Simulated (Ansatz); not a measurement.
Predict the output of the script below (Ansatz 0.2.0 through its Python package).

`pa_ch4ssn.py`
```python
import warnings

import ansatz as az
import numpy as np

GEOMETRY = """
C    -0.59720   -0.38540   -0.76780
S    -0.31310   -1.70140    0.31450
Sn    0.58020    0.59200    0.61630
H    -1.62840    0.00500   -0.74230
H    -0.18690   -0.47930   -1.79970
H    -0.15350    1.34040    2.02120
H     2.36030    0.56060    0.31210
"""

warnings.simplefilter("ignore", az.DeckWarning)

geometry = az.Crystal.molecule()
for line in GEOMETRY.strip().splitlines():
    symbol, *xyz = line.split()
    geometry = geometry.atom(symbol, [float(v) for v in xyz])

model = geometry.calculation().basis(gaussian="def2-SVP").correlation("MP2")
symbols = [site.symbol for site in geometry.cartesian_sites]
start = np.array([site.position_ang for site in geometry.cartesian_sites], dtype=float)
data = model.relax(force_tolerance=0.01, max_steps=100).run().report
end = np.array(data["positions_ang"])

away = sum((end[1] - end[j]) / np.linalg.norm(end[1] - end[j]) for j in [0, 2]) + np.array([0.15, 0.1, -0.2])
proton = end[1] + 1.4 * away / np.linalg.norm(away)
acid = az.Crystal.molecule()
for symbol, place in zip(symbols, end):
    acid = acid.atom(symbol, place.tolist())
acid = acid.atom("H", proton.tolist())
protonated = (
    acid.calculation()
    .basis(gaussian="def2-SVP")
    .correlation("MP2")
    .charge(1)
    .relax(force_tolerance=0.01, max_steps=80)
)
after = protonated.run().report
xyz = np.array(after["positions_ang"])
reach = np.linalg.norm(xyz[:-1] - xyz[-1], axis=1)
print(f"base {data['free_energy_ev']:.5f} eV, protonated {after['free_energy_ev']:.5f} eV")
print(f"the proton ends {reach.min():.3f} A from {symbols[reach.argmin()]}{reach.argmin()}")
print(f"electronic proton affinity {(data['free_energy_ev'] - after['free_energy_ev']):.3f} eV")
```

Running `python pa_ch4ssn.py` prints:
```text
base -17721.40413 eV, protonated -17730.63969 eV
the proton ends 1.347 A from S1
electronic proton affinity 9.236 eV
```

Notes:
- Total energies depend on the basis set; only differences at equal settings carry meaning.
- The proton is put on one chosen atom, which needn't be the most basic site, so the molecule's proton affinity can be higher; the ends are stationary points, not checked by frequencies, and zero-point and thermal terms count only where printed.
- def2 sets replace the cores of elements past krypton by effective core potentials.
- Finished in 74 s on 1 thread of Arm Neoverse V2, with other jobs on the host, peak memory 0.26 GiB.
